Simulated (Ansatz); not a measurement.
# BH4ISi: a ladder of functionals and wavefunction methods

An exercise on one series of results from a longer session: the logs are not shown, and one member is left open.

The runs use Ansatz 0.2.0, Gaussian basis; functionals in def2-TZVPP, the program's frozen cores in correlated methods.

The runs, in order: LDA (SPW92), PBE-D4, revPBE-D4, BLYP-D4, r2SCAN-D4, B97M-V, PBE0-D4, B3LYP-D4, r2SCANh-D4, r2SCAN0-D4, HSE06-D4, BHLYP-D4, CAM-B3LYP-D4, LC-ωPBE, ωB97X-V, ωB97M-V, B2PLYP, PBE-QIDH; CCSD(T)/def2-SVP; CCSD(T)/def2-TZVPP; MP2/def2-QZVPP; extrapolation to the limit; RPA on PBE.

**The geometry**

An earlier PBE0-D4 in a triple-zeta def2 set relaxation fixed the geometry. I takes the def2 core potential; no spin-orbit term is included.

SMILES `[SiH3]BI`, 7 atoms, charge 0, spin multiplicity 1.

Atoms are counted from 1 here; the program's logs count them from 0.

Bond lengths: Si1–B2 2.009 Å, Si1–H4 1.489 Å, Si1–H5 1.489 Å, Si1–H6 1.488 Å, B2–I3 2.109 Å, B2–H7 1.191 Å. Angles: B2–Si1–H4 109.2°, B2–Si1–H5 108.7°, B2–Si1–H6 113.1°, H4–Si1–H5 108.2°, H4–Si1–H6 108.8°, H5–Si1–H6 108.7°, Si1–B2–I3 118.2°, Si1–B2–H7 127.0°, I3–B2–H7 114.8°.

Set-up of the first run:

The input, in.yaml:

```yaml
crystal:
  periodic: [false, false, false]
  atoms:
    - {symbol: Si, position_ang: [-0.704693, 0.490888, -0.213454]}
    - {symbol: B, position_ang: [0.848071, -0.530635, 0.549821]}
    - {symbol: I, position_ang: [1.991086, -1.728200, -0.756793]}
    - {symbol: H, position_ang: [-1.637749, -0.461427, -0.876121]}
    - {symbol: H, position_ang: [-0.193987, 1.436124, -1.244891]}
    - {symbol: H, position_ang: [-1.455482, 1.263636, 0.812669]}
    - {symbol: H, position_ang: [1.214155, -0.538387, 1.683068]}
basis:
  gaussian: {orbitals: def2-TZVPP}
hamiltonian: {xc: lda}
output: {orbitals: {seedname: orbitals}}
```

Launch:

```bash
$ ansatz run in.yaml --threads 2 --pin off --events-out ev --progress --plain --max-ram 4352MiB
```

Steps of the session up to this table: LDA; PBE-D4 (GGA); revPBE-D4 (GGA); BLYP-D4 (GGA); r2SCAN-D4 (meta-GGA); B97M-V (meta-GGA); B3LYP-D4 (hybrid); r2SCANh-D4 (hybrid); r2SCAN0-D4 (hybrid); HSE06-D4 (hybrid); BHLYP-D4 (hybrid); CAM-B3LYP-D4 (range-separated); LC-ωPBE (range-separated); ωB97X-V (range-separated); ωB97M-V (range-separated); B2PLYP (double hybrid); PBE-QIDH (double hybrid).

One of the session's tables, all rows but one given; the rest of the session is left out.

It belongs to the step «Orbital energies across the functionals». 

| functional | HOMO (eV) | LUMO (eV) | gap (eV) |
| --- | --- | --- | --- |
| LDA (SPW92) | -6.44 | -3.73 | 2.71 |
| PBE-D4 | -6.31 | -3.51 | 2.80 |
| revPBE-D4 | -6.26 | -3.42 | 2.84 |
| BLYP-D4 | -6.15 | -3.31 | 2.84 |
| r2SCAN-D4 | -6.55 | -3.29 | 3.26 |
| B97M-V | -6.62 | -3.33 | 3.29 |
| PBE0-D4 | -7.41 | -2.64 | 4.77 |
| B3LYP-D4 | ? | ? | ? |
| r2SCANh-D4 | -6.96 | -2.98 | 3.98 |
| r2SCAN0-D4 | -7.57 | -2.52 | 5.06 |
| HSE06-D4 | -7.02 | -3.02 | 4.00 |
| BHLYP-D4 | -8.37 | -1.60 | 6.77 |
| CAM-B3LYP-D4 | -8.66 | -1.51 | 7.14 |
| LC-ωPBE | -9.96 | -0.45 | 9.51 |
| ωB97X-V | -9.64 | -0.51 | 9.13 |
| ωB97M-V | -9.51 | -0.70 | 8.81 |

Estimate the missing values for B3LYP-D4.

Worked estimate for «HOMO (eV)». Against the share of exact exchange, BLYP-D4 (0, -6.15), BHLYP-D4 (0.5, -8.37) give a slope of -4.44 per unit share; at 0.2 the line stands at -7.04.

As computed: HOMO (eV): -7.19; LUMO (eV): -2.78; gap (eV): 4.41. In «HOMO (eV)» the line misses by +0.15.
